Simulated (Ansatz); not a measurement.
# C5H11O2: the cost of one run

Program: Ansatz 0.2.0. Level of theory: the levels named in each step. These are calculated values, not measurements.

**1. The starting structure**

Bond lengths (14 of 17 bonds, heavy atoms first): C1–O2 1.433 Å, O2–C3 1.263 Å, C3–O4 1.295 Å, C3–C5 1.490 Å, C5–C6 1.536 Å, C5–C7 1.538 Å, C1–H8 1.088 Å, C1–H9 1.092 Å, C1–H10 1.090 Å, O4–H11 0.973 Å, C5–H12 1.095 Å, C6–H13 1.086 Å, C6–H14 1.087 Å, C6–H15 1.086 Å. Angles (14 of 29 angles, heavy atoms first): C1–O2–C3 121.5°, O2–C3–O4 118.7°, O2–C3–C5 118.1°, O4–C3–C5 123.2°, C3–C5–C6 109.1°, C3–C5–C7 109.1°, C6–C5–C7 110.6°, O2–C1–H8 105.9°, O2–C1–H9 110.5°, O2–C1–H10 110.3°, C3–O4–H11 116.5°, C3–C5–H12 109.3°, C6–C5–H12 109.4°, C7–C5–H12 109.3°.

As a file:

```xyz
18

C     2.4128   -0.2374   -0.2812
O     1.0124   -0.5076   -0.1392
C     0.1730    0.4245    0.0070
O     0.5998    1.6466    0.0291
C    -1.2649    0.0591    0.1447
C    -1.4412   -0.8341    1.3823
C    -1.7194   -0.6788   -1.1253
H     2.8938   -1.2072   -0.3877
H     2.5947    0.3842   -1.1605
H     2.7904    0.2750    0.6038
H    -0.0737    2.3400    0.1425
H    -1.8594    0.9707    0.2665
H    -2.4946   -1.0698    1.4986
H    -1.1040   -0.3317    2.2852
H    -0.8902   -1.7624    1.2656
H    -1.5808   -0.0656   -2.0120
H    -1.1688   -1.6069   -1.2457
H    -2.7759   -0.9129   -1.0366
```

**2. A rough first relaxation, PBE-D4/def2-SVP**

input.yaml reads:

```yaml
crystal:
  periodic: [false, false, false]
  atoms:
    - { symbol: C, position_ang: [2.41283, -0.23737, -0.28121] }
    - { symbol: O, position_ang: [1.0124, -0.50757, -0.13918] }
    - { symbol: C, position_ang: [0.17303, 0.42453, 0.00702] }
    - { symbol: O, position_ang: [0.59975, 1.6466, 0.02914] }
    - { symbol: C, position_ang: [-1.26492, 0.05913, 0.1447] }
    - { symbol: C, position_ang: [-1.44123, -0.83408, 1.38228] }
    - { symbol: C, position_ang: [-1.71944, -0.67883, -1.12528] }
    - { symbol: H, position_ang: [2.89381, -1.20723, -0.38772] }
    - { symbol: H, position_ang: [2.59468, 0.38421, -1.16048] }
    - { symbol: H, position_ang: [2.79042, 0.27497, 0.60381] }
    - { symbol: H, position_ang: [-0.0737, 2.34, 0.1425] }
    - { symbol: H, position_ang: [-1.8594, 0.97068, 0.2665] }
    - { symbol: H, position_ang: [-2.4946, -1.06984, 1.49855] }
    - { symbol: H, position_ang: [-1.10404, -0.33165, 2.28524] }
    - { symbol: H, position_ang: [-0.89021, -1.76238, 1.2656] }
    - { symbol: H, position_ang: [-1.58081, -0.0656, -2.01195] }
    - { symbol: H, position_ang: [-1.16884, -1.60689, -1.24575] }
    - { symbol: H, position_ang: [-2.77587, -0.91288, -1.03655] }
total_charge: 1
basis:
  gaussian: { orbitals: def2-SVP }
hamiltonian:
  xc: pbe
  dispersion: d4
relax:
  f_tol: 0.03
  max_steps: 200
```

Launch:

```sh
$ ansatz run input.yaml --threads 4 --pin off --max-ram 10240MiB --backend cpu --events-out ev --progress --plain --runs-dir out
```

Q: Estimate wall time and peak memory on 4 threads of Intel Xeon at 2.50GHz (Skylake/Cascade Lake), shared host.

About 23 s, with a peak of 0.23 GiB.
